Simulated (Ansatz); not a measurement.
**Li (Im-3m): an equation of state far from equilibrium**

The task here is to estimate one member of a computed series from the others.

Computed with Ansatz 0.2.0 (DFT r²SCAN, scalar-relativistic, plane waves, PAW, unless a step's input says otherwise).

### The system as given

It takes space group Im-3m (No. 229, cubic). Conventional cell: a = 3.477 Å, b = 3.477 Å, c = 3.477 Å, α = 90.00°, β = 90.00°, γ = 90.00°. Around Li (site symmetry m-3m) lie 8 Li at 3.01 Å.

Structure file:

```cif
data_structure
_symmetry_space_group_name_H-M 'Im-3m'
_symmetry_Int_Tables_number 229
_cell_length_a 3.4769
_cell_length_b 3.4769
_cell_length_c 3.4769
_cell_angle_alpha 90.000
_cell_angle_beta 90.000
_cell_angle_gamma 90.000
_cell_volume 42.03
loop_
_atom_site_label
_atom_site_type_symbol
_atom_site_symmetry_multiplicity
_atom_site_Wyckoff_symbol
_atom_site_fract_x
_atom_site_fract_y
_atom_site_fract_z
_atom_site_occupancy
Li1 Li 2 a 0.00000 0.00000 0.00000 1
```

This cell comes from an earlier session at r²SCAN: 21.015 Å³/atom at -0.01 GPa, on a 18×18×18 mesh.

Set-up of the first run:

File input.yaml:

```yaml
crystal:
  lattice:
    - [-1.7149450842, 1.7149450842, 1.7149450842]
    - [1.7149450842, -1.7149450842, 1.7149450842]
    - [1.7149450842, 1.7149450842, -1.7149450842]
  atoms:
    - { symbol: Li, position: [0.0, 0.0, 0.0] }
basis:
  ecutwfc: 500
  ecutrho_ratio: 4
kpoints:
  mp_grid: { grid: [18, 18, 18] }
hamiltonian:
  xc: r2scan
scf:
  occupations: { method: gaussian, width: 0.05 }
output:
  forces: true
  stress: true
  eigenvalues: true
```

On the command line:

```console
$ ansatz run input.yaml --threads 1 --pin off --max-ram 2560MiB --backend cpu --events-out ev --progress --plain --runs-dir out
```

Steps of the session up to this table: Volume × 0.96; Volume × 1.04; Volume × 0.92; Volume × 0.88; Volume × 0.84; Volume × 0.8.

One table of the session follows, with a row left open; its other results are not shown here.

| volume (Å³/atom) | energy above the lowest (meV/atom) | pressure (GPa) |
| --- | --- | --- |
| 16.812 | 47.3 | 4.2 |
| 17.653 | 28.3 | 3.0 |
| 18.494 | 14.7 | 2.1 |
| 19.334 | 6.1 | 1.2 |
| 20.175 | ? | ? |
| 21.015 | 0.0 | 0.0 |
| 21.856 | 1.3 | -0.5 |

Estimate the missing values for volume (Å³/atom) = 20.175.

Worked estimate for «energy above the lowest (meV/atom)». A straight line through the neighbours (19.334, 6.1) and (21.015, 0.0) gives 6.1 + (0.0 − 6.1) × (20.175 − 19.334) / (21.015 − 19.334) = 3.0; a parabola fitted to 4 rows on both sides gives 1.4.

The run gave: energy above the lowest (meV/atom): 1.4; pressure (GPa): 0.6. In «energy above the lowest (meV/atom)» the line misses by +1.6 and the parabola by 0.0.

To keep in mind: The k mesh is not the same at all volumes. Other structures may be lower in enthalpy at these pressures.
